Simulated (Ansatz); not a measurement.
# AlFH5O2P: the cost of one run

All numbers below are computed with Ansatz 0.2.0 (RKS PBE0/def2-SVP).

## 1. Starting point

Bond lengths: Al1–F2 2.040 Å, Al1–O3 1.780 Å, O3–H4 1.010 Å, Al1–O5 1.780 Å, O5–H6 1.010 Å, Al1–P7 2.580 Å, P7–H8 1.420 Å, P7–H9 1.420 Å. Angles: F2–Al1–O3 120.0°, F2–Al1–O5 120.0°, F2–Al1–P7 71.6°, O3–Al1–O5 120.0°, O3–Al1–P7 96.8°, O5–Al1–P7 101.3°, Al1–O3–H4 109.5°, Al1–O5–H6 109.5°, Al1–P7–H8 109.5°, Al1–P7–H9 109.5°, H8–P7–H9 109.4°.

Structure file:

```xyz
10

Al    0.0000    0.0000    0.0000
F     0.0000    0.0000    2.0400
O     1.5415    0.0000   -0.8900
H     1.8414   -0.9519   -1.0449
O    -1.5415    0.0000   -0.8900
H    -2.0512   -0.8467   -0.6815
P     0.1156    2.4456    0.8135
H     0.6761    2.4854    2.1176
H     0.9270    3.2022   -0.0729
H     0.0566    1.1978    1.9406
```

## 2. A restrained relaxation towards end A

Springs on the bonds that form and break draw the guess towards this end; the thresholds are loose.

The input, input.yaml:

```yaml
crystal:
  periodic: [false, false, false]
  atoms:
    - { symbol: Al, position_ang: [0.0, 0.0, 0.0] }
    - { symbol: F, position_ang: [0.0, 0.0, 2.04] }
    - { symbol: O, position_ang: [1.5415, 0.0, -0.89] }
    - { symbol: H, position_ang: [1.8414, -0.9519, -1.0449] }
    - { symbol: O, position_ang: [-1.5415, 0.0, -0.89] }
    - { symbol: H, position_ang: [-2.0512, -0.8467, -0.6815] }
    - { symbol: P, position_ang: [0.1156, 2.4456, 0.8135] }
    - { symbol: H, position_ang: [0.6761, 2.4854, 2.1176] }
    - { symbol: H, position_ang: [0.927, 3.2022, -0.0729] }
    - { symbol: H, position_ang: [0.0566, 1.1978, 1.9406] }
basis:
  gaussian: { orbitals: def2-SVP }
hamiltonian:
  xc: pbe0
relax:
  f_tol: 0.15
  max_steps: 25
  restrain:
    - { distance: [0, 6], at: 3.48, k: 30.0 }
    - { distance: [9, 1], at: 2.12, k: 30.0 }
    - { distance: [0, 1], at: 1.69, k: 30.0 }
    - { distance: [9, 6], at: 1.42, k: 30.0 }
output:
  orbitals: {}
```

Run with:

```sh
$ ansatz run input.yaml --threads 2 --pin off --max-ram 3072MiB --backend cpu --events-out ev --progress --plain --runs-dir out
```

What time and memory should one allow on 2 threads of Arm Neoverse V1, shared host?

About 34 s, with a peak of 0.22 GiB.
